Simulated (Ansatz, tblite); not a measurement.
# The cluster C₁₈H₂₂: a ladder of methods and basis sets

One table from this session's results is given with a row withheld; the runs are named, their logs left out.

The runs use Ansatz 0.2.0, Gaussian basis; as each input shows.

Levels to be run: GFN1-xTB, GFN2-xTB, PBE-D4/def2-TZVP, r2SCAN-D4/def2-TZVP, ωB97X-V/def2-TZVP, PBE-D4/def2-SVP, PBE0-D4/def2-SVP, MP2/def2-TZVP, RPA/def2-TZVP.

2 further runs of the same task are left out: 2 set aside as unsound or not needed.

### The structure

The geometry is that of the singlet, from an earlier relaxation (PBE-D4/def2-SVP).

40 atoms, charge 0, spin multiplicity 1.

Bond lengths: C1–C2 1.537 Å, C1–H19 1.109 Å, C1–H20 1.109 Å, C1–H21 1.109 Å, C2–C3 1.512 Å, C2–H22 1.111 Å, C2–H23 1.111 Å, C3–C4 1.409 Å, C3–C18 1.409 Å, C4–C5 1.401 Å, C4–H24 1.102 Å, C5–C6 1.409 Å, C5–H25 1.102 Å, C6–C7 1.510 Å, C6–C17 1.409 Å, C7–C8 1.549 Å, C7–H26 1.110 Å, C7–H27 1.110 Å and more. Angles: C2–C1–H19 111.0°, C2–C1–H20 111.4°, C2–C1–H21 111.0°, H19–C1–H20 108.0°, H19–C1–H21 107.3°, H20–C1–H21 108.0°, C1–C2–C3 112.7°, C1–C2–H22 109.4°, C1–C2–H23 109.4°, C3–C2–H22 109.4°, C3–C2–H23 109.4°, H22–C2–H23 106.3°, C2–C3–C4 121.1°, C2–C3–C18 121.1°, C4–C3–C18 117.8°, C3–C4–C5 121.1°, C3–C4–H24 119.3°, C5–C4–H24 119.6° and more.

PBE0-D4/def2-TZVP was run before; its log isn't repeated, and its numbers join the tables.

Set-up of the first run:

Tight binding, by tblite at 300 K electronic temperature and without a spin-polarisation term:

```python
tblite.interface.Calculator('GFN1-xTB', numbers, positions, charge=0, uhf=0).singlepoint()
```

Tight binding, by tblite at 300 K electronic temperature and without a spin-polarisation term:

```python
tblite.interface.Calculator('GFN2-xTB', numbers, positions, charge=0, uhf=0).singlepoint()
```

start.molden holds the orbitals of an earlier run on this state, given as this run's starting guess.

File in.yaml:

```yaml
crystal:
  periodic: [false, false, false]
  atoms:
    - {symbol: C, position_ang: [6.611759, 0.650757, 0.944792]}
    - {symbol: C, position_ang: [6.213177, 0.254191, -0.485281]}
    - {symbol: C, position_ang: [4.716692, 0.117337, -0.656715]}
    - {symbol: C, position_ang: [3.921711, 1.222528, -1.020055]}
    - {symbol: C, position_ang: [2.529524, 1.107724, -1.132024]}
    - {symbol: C, position_ang: [1.878310, -0.117152, -0.885409]}
    - {symbol: C, position_ang: [0.374254, -0.228377, -0.956952]}
    - {symbol: C, position_ang: [-0.314381, 0.085916, 0.394125]}
    - {symbol: C, position_ang: [-1.818214, -0.026525, 0.319106]}
    - {symbol: C, position_ang: [-2.467995, -1.254050, 0.556133]}
    - {symbol: C, position_ang: [-3.858429, -1.373308, 0.428285]}
    - {symbol: C, position_ang: [-4.652572, -0.270955, 0.054684]}
    - {symbol: C, position_ang: [-6.158474, -0.385471, -0.027367]}
    - {symbol: C, position_ang: [-6.851010, -0.077006, 1.309193]}
    - {symbol: C, position_ang: [-4.002437, 0.956566, -0.181799]}
    - {symbol: C, position_ang: [-2.612004, 1.076121, -0.054051]}
    - {symbol: C, position_ang: [2.672709, -1.222025, -0.520226]}
    - {symbol: C, position_ang: [4.064887, -1.106958, -0.408355]}
    - {symbol: H, position_ang: [6.157356, 1.621552, 1.230065]}
    - {symbol: H, position_ang: [7.712268, 0.744814, 1.047016]}
    - {symbol: H, position_ang: [6.263204, -0.104037, 1.679034]}
    - {symbol: H, position_ang: [6.599041, 1.012093, -1.199897]}
    - {symbol: H, position_ang: [6.704882, -0.705249, -0.753072]}
    - {symbol: H, position_ang: [4.406535, 2.190340, -1.228328]}
    - {symbol: H, position_ang: [1.932517, 1.985803, -1.428059]}
    - {symbol: H, position_ang: [0.081437, -1.251213, -1.275059]}
    - {symbol: H, position_ang: [-0.023979, 0.464560, -1.727916]}
    - {symbol: H, position_ang: [0.082920, -0.607147, 1.165478]}
    - {symbol: H, position_ang: [-0.022754, 1.109022, 0.712489]}
    - {symbol: H, position_ang: [-1.870364, -2.133034, 0.848264]}
    - {symbol: H, position_ang: [-4.341376, -2.345272, 0.621031]}
    - {symbol: H, position_ang: [-6.539100, 0.306516, -0.808655]}
    - {symbol: H, position_ang: [-6.433146, -1.409974, -0.357627]}
    - {symbol: H, position_ang: [-6.617155, 0.952100, 1.650606]}
    - {symbol: H, position_ang: [-6.510812, -0.772257, 2.103673]}
    - {symbol: H, position_ang: [-7.953265, -0.167272, 1.224305]}
    - {symbol: H, position_ang: [-4.599791, 1.835776, -0.473795]}
    - {symbol: H, position_ang: [-2.128745, 2.047974, -0.246601]}
    - {symbol: H, position_ang: [2.189423, -2.194378, -0.330387]}
    - {symbol: H, position_ang: [4.663386, -1.990013, -0.130680]}
basis:
  gaussian: {orbitals: def2-TZVP, fitting: {mean_field: def2-universal-jkfit}, initial_orbitals: start.molden}
hamiltonian: {xc: pbe, dispersion: d4}
scf: {omitted_lower_state_checks: [starts]}
output: {forces: true, orbitals: {seedname: orbitals}}
```

Run with:

```console
ansatz run in.yaml --threads 2 --pin off --events-out ev --progress --plain --max-ram 20480MiB --backend cuda --devices 0, --max-vram 18GiB
```

Among the steps run: PBE-D4/def2-TZVP; r2SCAN-D4/def2-TZVP; ωB97X-V/def2-TZVP; PBE-D4/def2-SVP; PBE0-D4/def2-SVP; MP2/def2-TZVP; RPA/def2-TZVP.

One table of the session follows, with a row left open; its other results are not shown here.

It belongs to the step «Binding energy». 

| level | binding an atom (eV) |
| --- | --- |
| HF/def2-TZVP | 3.554 |
| PBE-D4/def2-SVP | ? |
| PBE-D4/def2-TZVP | 4.903 |
| r2SCAN-D4/def2-TZVP | 4.780 |
| PBE0-D4/def2-SVP | 4.893 |
| PBE0-D4/def2-TZVP | 4.824 |
| ωB97X-V/def2-TZVP | 4.753 |
| MP2/def2-TZVP | 4.706 |

Q: Estimate the row for PBE-D4/def2-SVP from the others.

The run gave: binding an atom (eV): 4.967. In the column «binding an atom (eV)» it is the highest.

Caveats from the session: Free atoms were run apart at each level; binding is atoms less cluster, divided by the number of atoms, without zero-point or spin-orbit terms.
